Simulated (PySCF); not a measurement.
# C3H8BN: the cost of one run

Programs: PySCF 2.14.0, with density-fitted response routines of our own. Each step states its level of theory. These are calculated values for one molecule in the gas phase, unless marked as measured. Atoms count from 0, in the outputs and in this text.

## (1) Starting geometry

13 atoms, charge 0, multiplicity 1; geometry from: GFN2-xTB. The atoms were then displaced at random by about 0.01 Å, so the start is not that level's minimum.

Bonds of the start (Å): B0–N1 1.37, N1–C2 1.43, C2–C3 1.46, C3–C4 1.54, C3–N1 1.38, B0–H5 1.15, B0–H6 1.19, C2–H7 1.09, C2–H8 1.06, C3–H9 1.11, C4–H10 1.10, C4–H11 1.08, C4–H12 1.10.

## (2) Relaxing the molecule at PBE0-D3(BJ)/def2-SVP

What the job is given:

```
{"job": {"xc": "PBE0", "basis": "def2-SVP", "d3": "d3bj", "grid": 1, "shake": 0.01, "kind": "geom"}, "charge": 0, "multiplicity": 1}
B      1.799590     0.938990     0.444250
N      0.816830     0.017890     0.210920
C      0.434480    -1.202710    -0.423230
C     -0.485240    -0.409500     0.388130
C     -1.634360     0.352570    -0.286420
H      2.841610     0.813570    -0.024540
H      1.513290     1.896800     1.093260
H      0.885750    -2.110560    -0.013560
H      0.363640    -1.192280    -1.475960
H     -0.774740    -0.789870     1.391790
H     -1.922100     1.210610     0.345060
H     -1.300360     0.724510    -1.240370
H     -2.532590    -0.266920    -0.419660
```

The run is started by

```sh
OMP_NUM_THREADS=1 python probes_run.py task.json out
```

This one command runs all jobs of the session in turn.

**Question.** How long does this first job take on 1 thread of Arm Neoverse V2, shared host, and how much memory does it need?

About 35 s, with a peak of 0.51 GiB.
